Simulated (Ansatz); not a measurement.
# GaH5S: the cost of one run

Method: RKS B3LYP-D4/def2-SVP, in Ansatz 0.2.0.

**1. Starting point**

Bond lengths: Ga1–H3 1.570 Å, Ga1–H4 1.570 Å, Ga1–S5 2.570 Å, S5–H6 1.400 Å. Angles: H3–Ga1–H4 120.0°, H3–Ga1–S5 97.0°, H4–Ga1–S5 101.2°, Ga1–S5–H6 109.5°.

Structure file:

```xyz
7

Ga    0.0000    0.0000    0.0000
H     0.0000    0.0000    1.9200
H     1.3596    0.0000   -0.7850
H    -1.3596    0.0000   -0.7850
S     0.1074   -2.4365    0.8104
H    -0.6501   -3.2469   -0.0437
H     0.0433   -0.9815    1.9671
```

**2. Pulling towards end A**

Springs on the bonds that form and break draw the guess towards this end; the thresholds are loose.

input.yaml reads:

```yaml
crystal:
  periodic: [false, false, false]
  atoms:
    - { symbol: Ga, position_ang: [0.0, 0.0, 0.0] }
    - { symbol: H, position_ang: [0.0, 0.0, 1.92] }
    - { symbol: H, position_ang: [1.3596, 0.0, -0.785] }
    - { symbol: H, position_ang: [-1.3596, 0.0, -0.785] }
    - { symbol: S, position_ang: [0.1074, -2.4365, 0.8104] }
    - { symbol: H, position_ang: [-0.6501, -3.2469, -0.0437] }
    - { symbol: H, position_ang: [0.0433, -0.9815, 1.9671] }
basis:
  gaussian: { orbitals: def2-SVP }
hamiltonian:
  xc: b3lyp
  dispersion: d4
relax:
  f_tol: 0.15
  max_steps: 25
  restrain:
    - { distance: [0, 4], at: 3.47, k: 30.0 }
    - { distance: [6, 1], at: 1.86, k: 30.0 }
    - { distance: [0, 1], at: 1.57, k: 30.0 }
    - { distance: [6, 4], at: 1.4, k: 30.0 }
output:
  orbitals: {}
```

Started as:

```sh
$ ansatz run input.yaml --threads 1 --pin off --max-ram 2048MiB --backend cpu --events-out ev --progress --plain --runs-dir out
```

Q: Estimate wall time and peak memory on 1 thread of AMD EPYC 7B13 (Zen 3), shared host.

About 19 s, with a peak of 0.19 GiB.
